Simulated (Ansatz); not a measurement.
What does this script print? It uses the Ansatz DFT code, driven from Python.

`bde_ch4cl2ssn.py`:
```python
from dataclasses import dataclass

import ansatz as az


@dataclass(frozen=True)
class RunConfig:
    basis_set: str = "def2-TZVP"
    functional: str = "r2scan"
    dispersion: str = "d3bj"


opts = RunConfig()


def energy(molecule, charge=0, unpaired=0):
    calc = (
        molecule.calculation()
        .basis(gaussian=opts.basis_set)
        .functional(opts.functional, dispersion=opts.dispersion)
    )
    if charge:
        calc = calc.charge(charge)
    if unpaired:
        calc = calc.spin("collinear", total=unpaired)
    report = calc.run(threads=1).report
    if report["published_state_doubts"]:
        print("  doubts:", report["published_state_doubts"])
    return report["free_energy_ev"]

def without(molecule, index):
    rest = az.Crystal.molecule()
    for i, site in enumerate(molecule.cartesian_sites):
        if i != index:
            rest = rest.atom(site.symbol, site.position_ang)
    return rest


def main() -> None:
    molecule = (
        az.Crystal.molecule()
        .atom("C", [0.9352, -1.152, -0.7228])
        .atom("S", [0.8329, -0.8514, 1.0625])
        .atom("Sn", [-0.798, 0.9611, 0.8975])
        .atom("Cl", [-2.6706, 0.1889, -0.1012])
        .atom("Cl", [0.1404, 2.7015, -0.3988])
        .atom("H", [1.2385, -0.1689, -1.2424])
        .atom("H", [1.6167, -1.9317, -0.9589])
        .atom("H", [-0.0839, -1.3623, -1.1139])
        .atom("H", [-1.1228, 1.5686, 2.5609])
    )

    whole = energy(molecule, 0)
    hydrogen = energy(az.Crystal.molecule().atom("H", (0, 0, 0)), 0, 1)
    print(f"E(molecule) = {whole:.5f} eV, E(H) = {hydrogen:.5f} eV")
    for index in [7, 8]:
        radical = energy(without(molecule, index), 0, 1)
        print(f"H{index}: homolysis {(radical + hydrogen - whole):.3f} eV")


if __name__ == "__main__":
    main()
```

Output of `python bde_ch4cl2ssn.py`:
```text
DeckWarning: the engine holds no damping parameters fitted to this dispersion correction and functional, so the run takes those fitted to r2scan beside the three-body term, which d3bj leaves out (hamiltonian.dispersion, under Limitations)
E(molecule) = -42818.15390 eV, E(H) = -13.60370 eV
H7: homolysis 4.456 eV
H8: homolysis 2.940 eV
```
(Warnings from the package without file and line.)

Total energies depend on the basis set; only differences at equal settings carry meaning. The geometry is a force-field or estimated start, not a minimum of this method, and the basis set is short of its limit. All parts are taken at fixed geometry, without zero-point energy. def2 sets replace the cores of elements past krypton by effective core potentials. The spin-orbit lowering of heavy atoms is left out. A dispersion term here runs with damping parameters fitted for another variant or functional. Hardware and time: 83 s on 1 thread of Arm Neoverse V2 (shared host), peak memory 0.48 GiB.
